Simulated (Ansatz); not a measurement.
# AlH₂Se radical: single points off equilibrium

The task here is to estimate one member of a computed series from the others.

Computed with Ansatz 0.2.0, Gaussian basis. Level: single points in def2-TZVPP.

Cores are frozen in the correlated methods. Filled d shells of the heavier atoms are correlated. Orbitals are unrestricted.

### The system as given

SMILES `[AlH2][Se]`, 4 atoms, charge 0, spin multiplicity 2.

Atoms are counted from 1 here; the program's logs count them from 0.

Bond lengths: Al1–Se2 2.305 Å, Al1–H3 1.563 Å, Al1–H4 1.542 Å. Angles: Se2–Al1–H3 122.2°, Se2–Al1–H4 121.6°, H3–Al1–H4 116.2°.

As a file:

```xyz
4
AlH2Se
Al   -0.1319   -0.0526   -0.0791
Se    1.8219    0.6557    0.9168
H    -1.1239    0.9402   -0.7667
H    -0.5409   -1.5390   -0.0881
```

Set-up of the first run:

The input, run/in.yaml:

```yaml
crystal:
  periodic: [false, false, false]
  atoms:
    - {symbol: Al, position_ang: [-0.131900, -0.052600, -0.079100]}
    - {symbol: Se, position_ang: [1.821900, 0.655700, 0.916800]}
    - {symbol: H, position_ang: [-1.123900, 0.940200, -0.766700]}
    - {symbol: H, position_ang: [-0.540900, -1.539000, -0.088100]}
basis:
  gaussian: {orbitals: def2-TZVPP}
magnetization: {spin_polarized: true, initial_magnetization: 1}
correlation: {method: ccsd_t}
scf: {omitted_lower_state_checks: [cluster_reference]}
output: {forces: true}
```

The command line of these runs was not kept.

Among the steps run: CCSD(T)/def2-TZVPP; PBE0-D4/def2-TZVPP; wB97M-V/def2-TZVPP; r2SCAN-D4/def2-TZVPP; PBE-D4/def2-TZVPP; revPBE-D4/def2-TZVPP; BLYP-D4/def2-TZVPP.

One of the session's tables, all rows but one given; the rest of the session is left out.

| method | RMS force component (eV/Å) | angle to CCSD(T) forces (°) | dipole (D) |
| --- | --- | --- | --- |
| CCSD(T) | 0.212 | reference | 0.38 |
| PBE0-D4 | 0.234 | 19.1 | 0.48 |
| wB97M-V | 0.184 | 15.7 | 0.48 |
| r2SCAN-D4 | 0.236 | 26.2 | 0.54 |
| PBE-D4 | ? | ? | ? |
| revPBE-D4 | 0.294 | 24.1 | 0.51 |
| BLYP-D4 | 0.240 | 16.2 | 0.56 |

**Question.** Estimate the row for PBE-D4.

As computed: RMS force component (eV/Å): 0.292; angle to CCSD(T) forces (°): 29.9; dipole (D): 0.56. In the column «RMS force component (eV/Å)» it lies between BLYP-D4 (0.240) and revPBE-D4 (0.294).
